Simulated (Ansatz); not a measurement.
# SnGe15: the cost of one run

Method: DFT LDA, scalar-relativistic, plane waves, PAW, and further levels as typed in the inputs, in Ansatz 0.2.0.

## 1. Starting point

Symmetry: Cm, No. 8, monoclinic system. Conventional cell: a = 16.003 Å, b = 16.003 Å, c = 11.316 Å, α = 90.00°, β = 90.00°, γ = 90.00°. Ge (site symmetry 1) has 1 Sn at 2.45 Å and 3 Ge at 2.45 Å as nearest neighbours. Around Ge (site symmetry 1) lie 4 Ge at 2.45 Å. Only part of the 40 independent sites is listed.

As a file:

```cif
data_structure
_symmetry_space_group_name_H-M 'P 1'
_symmetry_Int_Tables_number 1
_cell_length_a 11.3160
_cell_length_b 11.3160
_cell_length_c 11.3160
_cell_angle_alpha 90.000
_cell_angle_beta 90.000
_cell_angle_gamma 90.000
_cell_volume 1449.03
loop_
_atom_site_label
_atom_site_type_symbol
_atom_site_fract_x
_atom_site_fract_y
_atom_site_fract_z
_atom_site_occupancy
Ge1 Ge 0.00000 0.00000 0.00000 1
Ge2 Ge 0.00000 0.00000 0.50000 1
Ge3 Ge 0.00000 0.50000 0.00000 1
Ge4 Ge 0.00000 0.50000 0.50000 1
Ge5 Ge 0.50000 0.00000 0.00000 1
Ge6 Ge 0.50000 0.00000 0.50000 1
Ge7 Ge 0.50000 0.50000 0.00000 1
Ge8 Ge 0.50000 0.50000 0.50000 1
Sn1 Sn 0.00000 0.25000 0.25000 1
Ge9 Ge 0.00000 0.25000 0.75000 1
Ge10 Ge 0.00000 0.75000 0.25000 1
Ge11 Ge 0.00000 0.75000 0.75000 1
Ge12 Ge 0.50000 0.25000 0.25000 1
Ge13 Ge 0.50000 0.25000 0.75000 1
Ge14 Ge 0.50000 0.75000 0.25000 1
Sn2 Sn 0.50000 0.75000 0.75000 1
Ge15 Ge 0.25000 0.00000 0.25000 1
Sn3 Sn 0.25000 0.00000 0.75000 1
Ge16 Ge 0.25000 0.50000 0.25000 1
Ge17 Ge 0.25000 0.50000 0.75000 1
Ge18 Ge 0.75000 0.00000 0.25000 1
Ge19 Ge 0.75000 0.00000 0.75000 1
Ge20 Ge 0.75000 0.50000 0.25000 1
Ge21 Ge 0.75000 0.50000 0.75000 1
Ge22 Ge 0.25000 0.25000 0.00000 1
Ge23 Ge 0.25000 0.25000 0.50000 1
Ge24 Ge 0.25000 0.75000 0.00000 1
Ge25 Ge 0.25000 0.75000 0.50000 1
Ge26 Ge 0.75000 0.25000 0.00000 1
Ge27 Ge 0.75000 0.25000 0.50000 1
Ge28 Ge 0.75000 0.75000 0.00000 1
Ge29 Ge 0.75000 0.75000 0.50000 1
Sn4 Sn 0.12500 0.12500 0.12500 1
Ge30 Ge 0.12500 0.12500 0.62500 1
Ge31 Ge 0.12500 0.62500 0.12500 1
Ge32 Ge 0.12500 0.62500 0.62500 1
Ge33 Ge 0.62500 0.12500 0.12500 1
Ge34 Ge 0.62500 0.12500 0.62500 1
Ge35 Ge 0.62500 0.62500 0.12500 1
Ge36 Ge 0.62500 0.62500 0.62500 1
Ge37 Ge 0.12500 0.37500 0.37500 1
Ge38 Ge 0.12500 0.37500 0.87500 1
Ge39 Ge 0.12500 0.87500 0.37500 1
Ge40 Ge 0.12500 0.87500 0.87500 1
Ge41 Ge 0.62500 0.37500 0.37500 1
Ge42 Ge 0.62500 0.37500 0.87500 1
Ge43 Ge 0.62500 0.87500 0.37500 1
Ge44 Ge 0.62500 0.87500 0.87500 1
Ge45 Ge 0.37500 0.12500 0.37500 1
Ge46 Ge 0.37500 0.12500 0.87500 1
Ge47 Ge 0.37500 0.62500 0.37500 1
Ge48 Ge 0.37500 0.62500 0.87500 1
Ge49 Ge 0.87500 0.12500 0.37500 1
Ge50 Ge 0.87500 0.12500 0.87500 1
Ge51 Ge 0.87500 0.62500 0.37500 1
Ge52 Ge 0.87500 0.62500 0.87500 1
Ge53 Ge 0.37500 0.37500 0.12500 1
Ge54 Ge 0.37500 0.37500 0.62500 1
Ge55 Ge 0.37500 0.87500 0.12500 1
Ge56 Ge 0.37500 0.87500 0.62500 1
Ge57 Ge 0.87500 0.37500 0.12500 1
Ge58 Ge 0.87500 0.37500 0.62500 1
Ge59 Ge 0.87500 0.87500 0.12500 1
Ge60 Ge 0.87500 0.87500 0.62500 1
```

## 2. Relaxing cell and atoms: SnGe15, no spin

File input.yaml:

```yaml
crystal:
  lattice:
    - [11.316, 0.0, 0.0]
    - [0.0, 11.316, 0.0]
    - [0.0, 0.0, 11.316]
  atoms:
    - { symbol: Ge, position: [0.0, 0.0, 0.0] }
    - { symbol: Ge, position: [0.0, 0.0, 0.5] }
    - { symbol: Ge, position: [0.0, 0.5, 0.0] }
    - { symbol: Ge, position: [0.0, 0.5, 0.5] }
    - { symbol: Ge, position: [0.5, 0.0, 0.0] }
    - { symbol: Ge, position: [0.5, 0.0, 0.5] }
    - { symbol: Ge, position: [0.5, 0.5, 0.0] }
    - { symbol: Ge, position: [0.5, 0.5, 0.5] }
    - { symbol: Sn, position: [0.0, 0.25, 0.25] }
    - { symbol: Ge, position: [0.0, 0.25, 0.75] }
    - { symbol: Ge, position: [0.0, 0.75, 0.25] }
    - { symbol: Ge, position: [0.0, 0.75, 0.75] }
    - { symbol: Ge, position: [0.5, 0.25, 0.25] }
    - { symbol: Ge, position: [0.5, 0.25, 0.75] }
    - { symbol: Ge, position: [0.5, 0.75, 0.25] }
    - { symbol: Sn, position: [0.5, 0.75, 0.75] }
    - { symbol: Ge, position: [0.25, 0.0, 0.25] }
    - { symbol: Sn, position: [0.25, 0.0, 0.75] }
    - { symbol: Ge, position: [0.25, 0.5, 0.25] }
    - { symbol: Ge, position: [0.25, 0.5, 0.75] }
    - { symbol: Ge, position: [0.75, 0.0, 0.25] }
    - { symbol: Ge, position: [0.75, 0.0, 0.75] }
    - { symbol: Ge, position: [0.75, 0.5, 0.25] }
    - { symbol: Ge, position: [0.75, 0.5, 0.75] }
    - { symbol: Ge, position: [0.25, 0.25, 0.0] }
    - { symbol: Ge, position: [0.25, 0.25, 0.5] }
    - { symbol: Ge, position: [0.25, 0.75, 0.0] }
    - { symbol: Ge, position: [0.25, 0.75, 0.5] }
    - { symbol: Ge, position: [0.75, 0.25, 0.0] }
    - { symbol: Ge, position: [0.75, 0.25, 0.5] }
    - { symbol: Ge, position: [0.75, 0.75, 0.0] }
    - { symbol: Ge, position: [0.75, 0.75, 0.5] }
    - { symbol: Sn, position: [0.125, 0.125, 0.125] }
    - { symbol: Ge, position: [0.125, 0.125, 0.625] }
    - { symbol: Ge, position: [0.125, 0.625, 0.125] }
    - { symbol: Ge, position: [0.125, 0.625, 0.625] }
    - { symbol: Ge, position: [0.625, 0.125, 0.125] }
    - { symbol: Ge, position: [0.625, 0.125, 0.625] }
    - { symbol: Ge, position: [0.625, 0.625, 0.125] }
    - { symbol: Ge, position: [0.625, 0.625, 0.625] }
    - { symbol: Ge, position: [0.125, 0.375, 0.375] }
    - { symbol: Ge, position: [0.125, 0.375, 0.875] }
    - { symbol: Ge, position: [0.125, 0.875, 0.375] }
    - { symbol: Ge, position: [0.125, 0.875, 0.875] }
    - { symbol: Ge, position: [0.625, 0.375, 0.375] }
    - { symbol: Ge, position: [0.625, 0.375, 0.875] }
    - { symbol: Ge, position: [0.625, 0.875, 0.375] }
    - { symbol: Ge, position: [0.625, 0.875, 0.875] }
    - { symbol: Ge, position: [0.375, 0.125, 0.375] }
    - { symbol: Ge, position: [0.375, 0.125, 0.875] }
    - { symbol: Ge, position: [0.375, 0.625, 0.375] }
    - { symbol: Ge, position: [0.375, 0.625, 0.875] }
    - { symbol: Ge, position: [0.875, 0.125, 0.375] }
    - { symbol: Ge, position: [0.875, 0.125, 0.875] }
    - { symbol: Ge, position: [0.875, 0.625, 0.375] }
    - { symbol: Ge, position: [0.875, 0.625, 0.875] }
    - { symbol: Ge, position: [0.375, 0.375, 0.125] }
    - { symbol: Ge, position: [0.375, 0.375, 0.625] }
    - { symbol: Ge, position: [0.375, 0.875, 0.125] }
    - { symbol: Ge, position: [0.375, 0.875, 0.625] }
    - { symbol: Ge, position: [0.875, 0.375, 0.125] }
    - { symbol: Ge, position: [0.875, 0.375, 0.625] }
    - { symbol: Ge, position: [0.875, 0.875, 0.125] }
    - { symbol: Ge, position: [0.875, 0.875, 0.625] }
scf:
  occupations: { method: gaussian, width: 0.01 }
output:
  forces: true
  stress: true
hamiltonian:
  xc: lda
kpoints:
  mp_grid: { grid: [2, 2, 2] }
relax:
  f_tol: 0.01
  cell: { stress_tol: 0.04 }
```

On the command line:

```
$ ansatz run input.yaml --threads 16 --pin off --max-ram 40960MiB --backend cpu --events-out ev --progress --plain --runs-dir out
```

Q: Estimate wall time and peak memory on 16 threads of Intel Xeon at 2.50GHz (Skylake/Cascade Lake), shared host.

About 4.8 min, with a peak of 19 GiB.
